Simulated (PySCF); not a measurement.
# F3H2NZr (Zr(NH2)F3): the cost of one run

Programs: PySCF 2.14.0, with routines of our own; each step states its level. All values are computed. Atoms count from 0.

## 1. The starting structure

7 atoms, charge 0, multiplicity 1; geometry from: GFN2-xTB.

## 2. Optimising the geometry at PBE0-D3(BJ)/def2-SVP

The job: settings as JSON, then the geometry in Å.

```
{"job": {"xc": "PBE0", "basis": "def2-SVP", "d3": "d3bj", "grid": 1, "maxiter": 30, "shake": 0.03, "kind": "geom"}, "charge": 0, "multiplicity": 1}
Zr     0.064960    -0.073220    -0.759710
N     -0.004110     0.005550     1.217970
H      0.700880    -0.335370     1.805500
H     -0.662020     0.336520     1.810330
F      1.762910    -0.038370    -1.387610
F     -0.922180     1.527310    -1.372720
F     -0.848580    -1.524420    -1.382320
```

Started as:

```sh
OMP_NUM_THREADS=1 python heavy_run.py task.json out
```

The driver reads the jobs from task.json and runs them one after another.

**Question.** How long does this first job take on 1 thread of Arm Neoverse V2, shared host, and how much memory does it need?

About 38 s, with a peak of 0.38 GiB.
